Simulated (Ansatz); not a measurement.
Task: the orbital character of the bands of RbTl3, space group Fm-3m, with Ansatz's Python interface. Give the script and its output. Settings: PBEsol, PAW, cutoff 422 eV, 5×5×5 k-points, Fermi-Dirac smearing of 0.1 eV, D3BJATM dispersion.

```
CELL_PARAMETERS angstrom
0.00000 4.11800 4.11800
4.11800 0.00000 4.11800
4.11800 4.11800 0.00000
ATOMIC_POSITIONS crystal
Rb 0.00000 0.00000 0.00000
Tl 0.25000 0.25000 0.25000
Tl 0.75000 0.75000 0.75000
Tl 0.50000 0.50000 0.50000
```

`fatbands.py`:
```python
"""Fat bands of RbTl3 at high-symmetry points."""

from pathlib import Path

import ansatz as az
import pandas as pd

lattice = az.Lattice.of(
    [0.0, 4.117997, 4.117997],
    [4.117997, 0.0, 4.117997],
    [4.117997, 4.117997, 0.0],
)
sites = [
    ("Rb", [0.0, 0.0, 0.0]),
    ("Tl", [0.25, 0.25, 0.25]),
    ("Tl", [0.75, 0.75, 0.75]),
    ("Tl", [0.5, 0.5, 0.5]),
]
rbtl3 = az.Crystal(lattice=lattice)
for symbol, position in sites:
    rbtl3 = rbtl3.atom(symbol, position)

points = {"K": (0.375, 0.375, 0.75), "G": (0.0, 0.0, 0.0), "L": (0.5, 0.5, 0.5), "W": (0.5, 0.25, 0.75), "X": (0.5, 0.0, 0.5)}
model = (
    rbtl3.calculation()
    .functional(az.Functional.PBESOL, dispersion="d3bjatm")
    .basis(31 * az.Ry)
    .kpoints(5, 5, 5, center="gamma")
    .occupations("fermi_dirac", width=0.1)
    .scf(tolerance=1e-07)
    .band_structure(list(points.values()), intervals=1)
    .fat_bands()
)
done = model.run(threads=1)
rep = done.report
file = Path(done.write_results("results")) / "fatbands.tsv"
names = file.read_text().splitlines()[0].lstrip("# ").split("\t")
table = pd.read_csv(file, sep="\t", comment="#", names=names)
near = table[table.e_minus_ef.abs() < 2]
for ik, label in enumerate(points):
    print(label)
    for _, row in near[near.ik == ik].iterrows():
        main = row[names[4:]].astype(float).nlargest(2)
        print(f"   band {int(row.band):3d} {row.e_minus_ef:7.3f} eV  " + ", ".join(f"{k} {v:.2f}" for k, v in main.items()))
```

```console
$ python fatbands.py
K
   band  22  -1.332 eV  tl1_l1_6P 0.29, tl2_l1_6P 0.29
   band  23  -1.034 eV  tl3_l1_6P 0.39, tl1_l1_6P 0.28
   band  24   1.242 eV  tl1_l1_6P 0.30, tl2_l1_6P 0.30
   band  25   1.659 eV  tl3_l1_6P 0.35, tl1_l1_6P 0.20
G
   band  22  -0.056 eV  tl1_l1_6P 0.48, tl2_l1_6P 0.48
   band  23  -0.056 eV  tl1_l1_6P 0.48, tl2_l1_6P 0.48
   band  24  -0.056 eV  tl1_l1_6P 0.48, tl2_l1_6P 0.48
   band  25   0.969 eV  tl3_l1_6P 0.74, tl1_l1_6P 0.12
   band  26   0.969 eV  tl3_l1_6P 0.74, tl1_l1_6P 0.12
   band  27   0.969 eV  tl3_l1_6P 0.74, tl1_l1_6P 0.12
L
   band  22  -0.592 eV  tl3_l1_6P 0.43, tl1_l1_6P 0.27
   band  23  -0.592 eV  tl3_l1_6P 0.43, tl1_l1_6P 0.27
   band  24   0.192 eV  tl1_l1_6P 0.23, tl2_l1_6P 0.23
   band  25   1.471 eV  tl1_l1_6P 0.47, tl2_l1_6P 0.47
   band  26   1.471 eV  tl1_l1_6P 0.47, tl2_l1_6P 0.47
W
   band  22  -1.931 eV  tl1_l1_6P 0.30, tl2_l1_6P 0.30
   band  23   0.325 eV  tl1_l1_6P 0.27, tl2_l1_6P 0.27
   band  24   0.325 eV  tl1_l1_6P 0.27, tl2_l1_6P 0.27
   band  25   1.413 eV  tl1_l1_6P 0.33, tl2_l1_6P 0.33
X
   band  22  -1.225 eV  tl3_l1_6P 0.36, tl1_l1_6P 0.30
   band  23  -1.225 eV  tl3_l1_6P 0.36, tl1_l1_6P 0.30
   band  24   0.152 eV  tl3_l0_6S 0.28, tl1_l1_6P 0.26
```

Notes:
- The computed bands are complete only to about 2.7 eV above the Fermi level.
- The structure comes from a database of computed cells and needn't be a stable or known phase.
- Levels are Kohn-Sham eigenvalues on this mesh, without spin-orbit coupling.
- Energies are less the Fermi level and bands count from 0. Only the largest channels are printed, equivalent atoms hold more, and in degenerate sets the split between sites is arbitrary; shells that the potentials lack have no channel.
- Timing: 2 s on 1 thread of Intel(R) Xeon(R) 6975P-C (Granite Rapids), with other jobs on the host, peak memory 0.49 GiB.

(Lines on the test bed's own set-up are left out of the output.)
